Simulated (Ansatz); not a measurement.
## CH5BO2Si, SMILES O=C[SiH2]BO: a rigid torsion scan

Computed with Ansatz's Python interface.

`ch5bo2si.py`:
```python
'''Energy of CH5BO2Si as one group turns about a bond.'''

import ansatz as az
from ase import Atoms

atoms = Atoms(['O', 'C', 'Si', 'B', 'O', 'H', 'H', 'H', 'H', 'H'], positions=[
    (-1.7503, -0.697, 1.378),
    (-1.7912, -0.1616, 0.2501),
    (-0.3247, 0.7364, -0.3616),
    (1.2926, -0.4717, -0.3987),
    (1.6678, -1.1468, 0.8117),
    (-2.6589, -0.2291, -0.39),
    (0.0344, 1.8551, 0.563),
    (-0.5028, 1.2702, -1.7075),
    (1.7717, -0.6833, -1.3757),
    (2.3445, -0.5234, 1.2338),
])

# start the scan from a relaxed geometry
first = az.Crystal.molecule_from_ase(atoms).calculation()
first = first.basis(gaussian='def2-SVP')
first = first.functional('pbe0').relax(force_tolerance=0.02, max_steps=80)
atoms.positions = first.run(threads=1, pin='off').report['positions_ang']

start = atoms.get_dihedral(1, 2, 3, 4)
energies = {}
for turn in range(0, 360, 40):
    turned = atoms.copy()
    turned.set_dihedral(1, 2, 3, 4, start + turn, indices=[3, 4, 8, 9])
    calc = (
        az.Crystal.molecule_from_ase(turned).calculation()
        .basis(gaussian='def2-SVP')  # the orbital basis, by name
        .functional('pbe0')
    )
    energies[round((start + turn) % 360)] = calc.run(threads=1, pin='off').report['free_energy_ev']
floor = min(energies.values())
print('dihedral C1-Si2-B3-O4 (deg)   E - E(min) (kcal/mol)')
for angle, e in sorted(energies.items()):
    print(f'{angle:8d} {23.060548 * (e - floor):14.3f}  ' + '#' * int(30 * (e - floor) / max(max(energies.values()) - floor, 1e-9)))
```

`python ch5bo2si.py` gives:
```text
dihedral C1-Si2-B3-O4 (deg)   E - E(min) (kcal/mol)
      38          6.460  ##################
      78          8.435  ########################
     118          8.596  #########################
     158         10.211  #############################
     198         10.280  ##############################
     238          8.571  #########################
     278          8.274  ########################
     318          6.398  ##################
     358          0.000
```

Reading the output:
- The settings weren't tested for convergence.
- The scan is rigid and the energies are electronic, in a modest basis. With rigid groups the curve can differ much from the relaxed path, the start wasn't checked as a minimum of this torsion, and equivalent turns needn't return to the same energy.
- Finished in 3 min on 1 thread of Intel(R) Xeon(R) Platinum 8488C (Sapphire Rapids), on a shared host, peak memory 0.27 GiB.
